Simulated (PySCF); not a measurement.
# ReO₄−: NMR shieldings, part 2 of 2

PySCF 2.14.0. Atoms count from 0.

## 7. NMR shieldings: PBE/pcJ-1 Re:dyall-v2z, non-relativistic

Job settings and geometry (Å):

```
{"job": {"xc": "PBE", "basis": {"default": "pcJ-1", "Re": "dyall-v2z"}, "rel": "nr", "kind": "hnmr"}, "charge": -1, "multiplicity": 1}
Re     0.014294    -0.022082    -0.012445
O      0.028768    -0.040382     1.716615
O      1.639952    -0.042083    -0.600802
O     -0.781764     1.409224    -0.567899
O     -0.826411    -1.415147    -0.597579
```

Method: PBE/pcJ-1 Re:dyall-v2z GIAO NMR shielding, non-relativistic, Gaussian nuclei, gas phase.

The log of the run:

```text
non-relativistic SCF
coarse grid: 29656 points
cycle   1  E = -16082.3561046513  dE = -2.319e+03  |g| = 3.280e+01  |ddm| = 7.103e+00
cycle   2  E = -16051.6156564729  dE =  3.074e+01  |g| = 2.462e+01  |ddm| = 1.373e+01
cycle   3  E = -15856.2269024043  dE =  1.954e+02  |g| = 4.006e+01  |ddm| = 6.472e+01
cycle   4  E = -16084.5215647141  dE = -2.283e+02  |g| = 6.625e+00  |ddm| = 6.316e+01
cycle   5  E = -16063.6685616773  dE =  2.085e+01  |g| = 1.127e+01  |ddm| = 1.373e+01
cycle   6  E = -16083.5915728437  dE = -1.992e+01  |g| = 4.600e+00  |ddm| = 1.291e+01
cycle   7  E = -16077.9613774849  dE =  5.630e+00  |g| = 6.333e+00  |ddm| = 7.155e+00
cycle   8  E = -16087.2309000836  dE = -9.270e+00  |g| = 2.664e+00  |ddm| = 6.662e+00
cycle   9  E = -16087.3885680818  dE = -1.577e-01  |g| = 2.629e+00  |ddm| = 2.421e+00
cycle  10  E = -16088.6633362158  dE = -1.275e+00  |g| = 4.713e-01  |ddm| = 1.239e+00
cycle  11  E = -16088.6663154715  dE = -2.979e-03  |g| = 4.733e-01  |ddm| = 4.513e-01
cycle  12  E = -16088.6664497815  dE = -1.343e-04  |g| = 4.674e-01  |ddm| = 3.384e-01
cycle  13  E = -16088.7037283068  dE = -3.728e-02  |g| = 1.642e-01  |ddm| = 2.461e-01
cycle  14  E = -16088.7073013249  dE = -3.573e-03  |g| = 8.842e-02  |ddm| = 6.297e-02
cycle  15  E = -16088.7086418688  dE = -1.341e-03  |g| = 2.775e-02  |ddm| = 5.160e-02
cycle  16  E = -16088.7087688158  dE = -1.269e-04  |g| = 4.365e-03  |ddm| = 1.389e-02
cycle  17  E = -16088.7087707388  dE = -1.923e-06  |g| = 1.579e-03  |ddm| = 2.739e-03
final grid: 60424 points
cycle  18  E = -16088.7084308666  dE =  1.027e-05  |g| = 8.505e-03  |ddm| = 4.763e-03
cycle  19  E = -16088.7081552868  dE =  2.756e-04  |g| = 3.865e-02  |ddm| = 2.332e-02
cycle  20  E = -16088.7084414558  dE = -2.862e-04  |g| = 1.780e-03  |ddm| = 2.018e-02
cycle  21  E = -16088.7084407908  dE =  6.649e-07  |g| = 3.157e-03  |ddm| = 1.908e-03
cycle  22  E = -16088.7084419289  dE = -1.138e-06  |g| = 5.774e-04  |ddm| = 1.400e-03
cycle  23  E = -16088.7084419781  dE = -4.912e-08  |g| = 1.642e-04  |ddm| = 2.944e-04
cycle  24  E = -16088.7084419825  dE = -4.464e-09  |g| = 6.052e-05  |ddm| = 1.036e-04
converged SCF energy = -16088.7084419825
check of the scalar solution
cycle   1  E = -16088.7084419826  dE = -1.609e+04  |FDS-SDF| = 6.052e-05
cycle   2  E = -16088.7084419689  dE =  1.377e-08  |FDS-SDF| = 2.869e-04
cycle   3  E = -16088.7084419833  dE = -1.440e-08  |FDS-SDF| = 2.357e-05
converged, E = -16088.7084419833

Field gradients (au) and densities at the nuclei (bohr^-3)
atom        Vxx        Vyy        Vzz        centre      nuclear mean
  0 Re    -0.0044    -0.0128     0.0172     297896.258     296159.142
  1 O     -0.0996    -0.1012     0.2007        309.492        309.479
  2 O     -0.1003    -0.1006     0.2009        309.493        309.479
  3 O     -0.0993    -0.1014     0.2007        309.492        309.479
  4 O     -0.0993    -0.1009     0.2002        309.492        309.479

Core orbital energies (eV)
atom   shell        mean    spread
  0 Re 1s       -65553.569   0.000
  0 Re 2s       -10805.854   0.000
  0 Re 3s        -2476.555   0.000
  0 Re 4s         -498.164   0.000
  0 Re 5s          -64.912   0.000
  0 Re 2p       -10364.650   0.000
  0 Re 3p        -2271.213   0.000
  0 Re 4p         -411.771   0.000
  0 Re 5p          -39.710   0.001
  0 Re 3d        -1888.147   0.000
  0 Re 4d         -254.004   0.006
  0 Re 4f          -47.014   0.012

Shielding tensors (ppm)
atom      isotropic    diamagn.    paramagn.     s11        s22        s33       span
  0 Re     -501.62     8888.45    -9390.07    -505.30    -501.04    -498.53       6.78
  1 O      -360.74      410.79     -771.53    -364.60    -359.46    -358.16       6.45
  2 O      -360.51      410.77     -771.28    -364.60    -358.73    -358.21       6.39
  3 O      -360.90      410.80     -771.70    -364.66    -359.69    -358.34       6.31
  4 O      -360.79      410.79     -771.58    -364.52    -359.44    -358.40       6.12
```

Wall time 19 s (1 thread of Arm Neoverse V1, shared host); peak memory 1.1 GiB.

## 8. NMR shieldings: GIAO PBE/pcJ-1 Re:def2-TZVP, core potentials from Rb on, else non-relativistic

Job settings and geometry (Å):

```
{"job": {"xc": "PBE", "basis": {"default": "pcJ-1", "Re": "def2-TZVP"}, "rel": "ecp", "pop": false, "kind": "hnmr"}, "charge": -1, "multiplicity": 1}
Re     0.014294    -0.022082    -0.012445
O      0.028768    -0.040382     1.716615
O      1.639952    -0.042083    -0.600802
O     -0.781764     1.409224    -0.567899
O     -0.826411    -1.415147    -0.597579
```

With the program's defaults for keys left out, this is: GIAO PBE/pcJ-1 Re:def2-TZVP NMR shielding, scalar-relativistic core potentials on the heavy atoms, no spin-orbit coupling, gas phase.

The log of the run:

```text
coarse grid: 29656 points
cycle   1  E = -378.0577393144  dE = -1.868e+01  |g| = 2.551e+00  |ddm| = 8.453e+00
cycle   2  E = -368.8553209569  dE =  9.202e+00  |g| = 7.025e+00  |ddm| = 6.331e+00
cycle   3  E = -379.1565723148  dE = -1.030e+01  |g| = 6.755e-01  |ddm| = 5.563e+00
cycle   4  E = -379.1850369372  dE = -2.846e-02  |g| = 5.346e-01  |ddm| = 8.248e-01
cycle   5  E = -379.2416621249  dE = -5.663e-02  |g| = 1.000e-01  |ddm| = 3.217e-01
cycle   6  E = -379.2420511295  dE = -3.890e-04  |g| = 8.740e-02  |ddm| = 5.440e-02
cycle   7  E = -379.2434727959  dE = -1.422e-03  |g| = 9.357e-03  |ddm| = 4.143e-02
cycle   8  E = -379.2434863952  dE = -1.360e-05  |g| = 2.898e-03  |ddm| = 4.026e-03
cycle   9  E = -379.2434875789  dE = -1.184e-06  |g| = 1.519e-03  |ddm| = 1.933e-03
final grid: 60424 points
cycle  10  E = -379.2433715207  dE =  8.326e-06  |g| = 6.798e-03  |ddm| = 4.262e-03
cycle  11  E = -379.2432023789  dE =  1.691e-04  |g| = 3.045e-02  |ddm| = 1.883e-02
cycle  12  E = -379.2433799270  dE = -1.775e-04  |g| = 1.584e-03  |ddm| = 1.548e-02
cycle  13  E = -379.2433803949  dE = -4.679e-07  |g| = 7.872e-05  |ddm| = 7.921e-04
cycle  14  E = -379.2433803960  dE = -1.089e-09  |g| = 1.891e-05  |ddm| = 6.125e-05
cycle  15  E = -379.2433803959  dE =  9.391e-11  |g| = 2.884e-05  |ddm| = 2.257e-05
converged SCF energy = -379.2433803959

GIAO shielding tensors (ppm)
atom      isotropic    diamagn.    paramagn.     s11        s22        s33       span
  0 Re         nan         nan         nan        nan        nan        nan        nan
  1 O     -277.282     399.959    -677.241   -297.405   -296.267   -238.175     59.230
  2 O     -277.123     399.923    -677.046   -296.915   -296.289   -238.165     58.750
  3 O     -277.359     399.973    -677.331   -297.662   -296.384   -238.030     59.632
  4 O     -277.260     399.940    -677.200   -297.411   -296.508   -237.859     59.553
```

Run time: 12 s. Hardware: 1 thread of Arm Neoverse V1, shared host; peak memory 0.96 GiB.

An atom whose core is replaced by a potential has no meaningful shielding, so its row holds no numbers.

## 9. Shieldings side by side

```tsv
run	Re0	O3	O1	O4	O2	time
step 3, PBE/pcJ-1 Re:dyall-v2z, spin–orbit	3350.1	-259.6	-259.5	-259.5	-259.3	96 s
step 4, PBE/pcJ-1 Re:dyall-v2z, spin–orbit (one-electron part alone)	3305.5	-256.1	-256.0	-256.1	-255.8	81 s
step 5, PBE/pcJ-1 Re:dyall-v2z, spin-free	-164.9	-268.0	-267.9	-268.0	-267.8	25 s
step 6, PBE/pcJ-1 Re:dyall-v2z, spin-free with spin-dependent field terms	3755.5	-264.9	-264.8	-264.8	-264.6	61 s
step 7, PBE/pcJ-1 Re:dyall-v2z, non-relativistic	-501.6	-360.9	-360.7	-360.8	-360.5	19 s
step 8, GIAO PBE/pcJ-1 Re:def2-TZVP, core potentials from Rb on, else non-relativistic	–	-277.4	-277.3	-277.3	-277.1	12 s
```

## 10. Results

The summary covers parts 1 to 2.

```
                                                                                              quantity                                                       value
                                                                                           point group                                                          Td
                                                                  rotational constants (main isotopes)                                        3.96, 3.96, 3.96 GHz
                          energy from spin-orbit coupling (step 3, PBE/pcJ-1 Re:dyall-v2z, spin–orbit)                                                 -13.1589 Eh
                                               shieldings (step 3, PBE/pcJ-1 Re:dyall-v2z, spin–orbit)  Re0 3350.1, O1 -259.5, O2 -259.3, O3 -259.6, O4 -259.5 ppm
energy from spin-orbit coupling (step 4, PBE/pcJ-1 Re:dyall-v2z, spin–orbit (one-electron part alone))                                                 -13.9808 Eh
                     shieldings (step 4, PBE/pcJ-1 Re:dyall-v2z, spin–orbit (one-electron part alone))  Re0 3305.5, O1 -256.0, O2 -255.8, O3 -256.1, O4 -256.1 ppm
                                                shieldings (step 5, PBE/pcJ-1 Re:dyall-v2z, spin-free)  Re0 -164.9, O1 -267.9, O2 -267.8, O3 -268.0, O4 -268.0 ppm
                shieldings (step 6, PBE/pcJ-1 Re:dyall-v2z, spin-free with spin-dependent field terms)  Re0 3755.5, O1 -264.8, O2 -264.6, O3 -264.9, O4 -264.8 ppm
                                         shieldings (step 7, PBE/pcJ-1 Re:dyall-v2z, non-relativistic)  Re0 -501.6, O1 -360.7, O2 -360.5, O3 -360.9, O4 -360.8 ppm
   shieldings (step 8, GIAO PBE/pcJ-1 Re:def2-TZVP, core potentials from Rb on, else non-relativistic)              O1 -277.3, O2 -277.1, O3 -277.4, O4 -277.3 ppm
```

In words: The start was shaken at random, so part of the energy gained undoes that. The optimisation took 5 steps and gained 0.872 eV; among the close pairs (by a distance rule), Re0–O2 changed most, from 1.595 to 1.729 Å. No frequency check was run at this level, so the end point may be a saddle. The steps not marked spin–orbit leave spin-orbit coupling out. Re0 moves most between the runs, by 4257 ppm; the labels say what changes from run to run.
